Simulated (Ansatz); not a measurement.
**Cd2Hg (I4/mmm): comparison of functionals at one structure from a Python script**

How far apart do the functionals lie for Cd2Hg (I4/mmm) at one structure? The task is a comparison of functionals at one structure, for Cd2Hg (I4/mmm).

All numbers are computed with the Python package of Ansatz 0.2.0. The levels of theory stand in the script.

### 1 Starting point

It takes space group I4/mmm (No. 139, tetragonal). Conventional cell: a = 4.018 Å, b = 4.018 Å, c = 8.582 Å, α = 90.00°, β = 90.00°, γ = 90.00°. Cd (site symmetry 4mm) has 5 Cd at 2.85 to 3.19 Å and 5 Hg at 2.87 to 3.18 Å as nearest neighbours. Around Hg (site symmetry 4/mmm) lie 10 Cd at 2.87 to 3.18 Å.

No structure file is read: the coordinates are typed or built in the script.

### 2 Script

Input file cd2hg.py:

```python
# -*- coding: utf-8 -*-
"""Functional comparison for Cd2Hg (totals differ with the potentials too)."""

import csv
import logging
import sys
import warnings

import ansatz as az

logging.basicConfig(stream=sys.stdout, format="[%(levelname)s] %(message)s")
logger = logging.getLogger("ansatz_job")
logger.setLevel(logging.INFO)

config = {
    "smearing": "cold",
    "smearing_width": 0.1,
    "kgrid": (11, 11, 11),
}

warnings.simplefilter("ignore", az.DeckWarning)

xtal = (
    az.Lattice.of((-2.00902, 2.00902, 4.29087), (2.00902, -2.00902, 4.29087), (2.00902, 2.00902, -4.29087))
    .atom("Cd", (0.33421, 0.33421, 0.0))
    .atom("Cd", (0.66579, 0.66579, 0.0))
    .atom("Hg", (0.0, 0.0, 0.0))
)

setup = (
    xtal.calculation()
    .occupations(config["smearing"], width=config["smearing_width"])  # fractional filling near the Fermi level
    .kpoints(*config["kgrid"])
    .stress()  # positive in compression
)

rows = []
for value in ["pbesol", "blyp", "lda"]:
    data = setup.functional(value).run().report
    rows.append((value, data["free_energy_ev"] / len(data["lattice"]["sites"]), data["n_iterations"], sum(data["stress_gpa"][i][i] for i in range(3)) / 3, data["n_kpoints"]))

with open("xc.csv", "w", newline="") as handle:
    writer = csv.writer(handle)
    writer.writerow(["functional", "F/atom (eV)", "iterations", "P (GPa)", "k-points"])
    writer.writerows([round(v, 5) if isinstance(v, float) else v for v in row] for row in rows)
print(open("xc.csv").read())
```

### 3 The input behind the calls

The engine receives this input (first run):

```yaml
crystal:
  lattice:
    - [-2.00902, 2.00902, 4.29087]
    - [2.00902, -2.00902, 4.29087]
    - [2.00902, 2.00902, -4.29087]
  atoms:
    - { symbol: Cd, position: [0.33421, 0.33421, 0.0] }
    - { symbol: Cd, position: [0.66579, 0.66579, 0.0] }
    - { symbol: Hg, position: [0.0, 0.0, 0.0] }
kpoints:
  mp_grid:
    grid: [11, 11, 11]
hamiltonian:
  xc: pbesol
scf:
  occupations:
    method: cold
    width: 0.1
output:
  stress: true
```

### 4 Running it

The run is started by

```console
python cd2hg.py
```

What it wrote:

```text
functional,F/atom (eV),iterations,P (GPa),k-points
pbesol,-10012.04755,7,-2.32416,126
blyp,-10126.92555,7,6.91421,126
lda,-9919.38061,7,-4.88632,126
```

Wall time 28 s (1 thread of Intel Xeon Platinum 8488C (Sapphire Rapids), shared host); peak memory 0.59 GiB.

### 5 What changed from run to run

The engine's inputs for the other runs:

Run 2, against run 1:

```diff
@@ -14 +14 @@
-  xc: pbesol
+  xc: blyp
```

Run 3, against run 1:

```diff
@@ -14 +14 @@
-  xc: pbesol
+  xc: lda
```

### 6 The engine's runs

One row for each of the 3 runs:

```csv
run,functional,energy (eV/atom),pressure (GPa),SCF cycles,CPU time (s)
1,pbesol,-10012.0476,-2.32,7,8.9
2,blyp,-10126.9256,6.91,7,8.7
3,lda,-9919.3806,-4.89,7,8.5
```

Energies are free energies F = E - TS of the smeared occupations. Totals hang on method, basis and potentials, so only like runs compare.

### 7 Results

```
             quantity                         value
        runs compared                             3
pressure at this cell  -4.9 (lda) to 6.9 GPa (blyp)
```

What this shows: From lowest to highest: LDA (-4.9 GPa), PBEsol (-2.3 GPa) and BLYP (6.9 GPa). At a fixed cell a lower pressure usually means a smaller equilibrium volume, so LDA prefers the smallest cell and BLYP the largest. Pressure is positive in compression. Spin-orbit coupling, which matters for elements this heavy, is left out. This cell is a computed structure, which may not be the phase found in nature. Total energies of different functionals can't be compared; pressures, moments and gaps at this one structure can.
